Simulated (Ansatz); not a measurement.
**Li4NO in Ansatz: convergence with k mesh**

Input of the first run (k mesh 3 × 3 × 2); the others differ in this setting and in those tied to it:

input.yaml

```yaml
crystal:
  lattice:
    - [3.312866, 0.0, 0.0]
    - [0.0, 3.312866, 0.0]
    - [0.0, 0.0, 4.936518]
  atoms:
    - { symbol: O, position: [0.5, 0.5, 0.5] }
    - { symbol: "N", position: [0.0, 0.0, 0.0] }
    - { symbol: Li, position: [0.5, 0.0, 0.263848] }
    - { symbol: Li, position: [0.0, 0.5, 0.736152] }
    - { symbol: Li, position: [0.5, 0.0, 0.736152] }
    - { symbol: Li, position: [0.0, 0.5, 0.263848] }
hamiltonian:
  xc: pbe
  pseudopotentials: { kind: paw }
kpoints:
  mp_grid: { grid: [3, 3, 2] }
scf:
  occupations: { method: cold, width: 0.05 }
output:
  forces: true
  stress: true
  eigenvalues: true
```

Potentials or basis: Ansatz PAW.

Run with:

```bash
$ ansatz run input.yaml --threads 2 --pin off --max-ram 5632MiB --backend cpu --events-out ev --progress --plain --runs-dir out
```

The cell comes from a database or a generator and needn't be the stable form of this composition.

Hardware: 2 threads of Arm Neoverse V2, on a shared host.

| k mesh | energy less the tightest run, at zero smearing (meV/atom) | pressure (GPa) | largest force (eV/Å) | SCF cycles | CPU time (s) | peak memory (GiB) |
| --- | --- | --- | --- | --- | --- | --- |
| 3 × 3 × 2 | -18.83 | -2.02 | 0.023 | 6 | 0.67 | 0.27 |
| 4 × 4 × 3 | -14.61 | -1.88 | 0.033 | 7 | 0.99 | 0.28 |
| 5 × 5 × 3 | 0.58 | -1.67 | 0.070 | 7 | 0.95 | 0.28 |
| 6 × 6 × 4 | 4.73 | -1.61 | 0.042 | 6 | 1.6 | 0.31 |
| 7 × 7 × 5 | 4.12 | -1.62 | 0.014 | 8 | 1.8 | 0.31 |
| 9 × 9 × 6 | 0.41 | -1.68 | 0.002 | 8 | 3.3 | 0.33 |
| 11 × 11 × 8 | -1.48 | -1.71 | 0.005 | 8 | 5.3 | 0.36 |
| 13 × 13 × 9 | 0.00 | -1.67 | 0.001 | 9 | 7.8 | 0.38 |

Against the tightest run, the pressure stays within 0.1 GPa from 5 × 5 × 3 on; the largest force stays within 0.005 eV/Å from 9 × 9 × 6 on. Not settled before the last step: the energy (to 1 meV/atom). Meshes of other sizes hit other points, so gaps and Fermi surfaces needn't settle smoothly. The tightest run that finished is the yardstick and may itself not be fully converged.

Caveat, for the tightest run too: the pressure holds a Pulay correction of +0.4 GPa for the finite cutoff; an odd number of electrons without spin polarisation forces a metal; a magnetic or distorted state may lie lower.
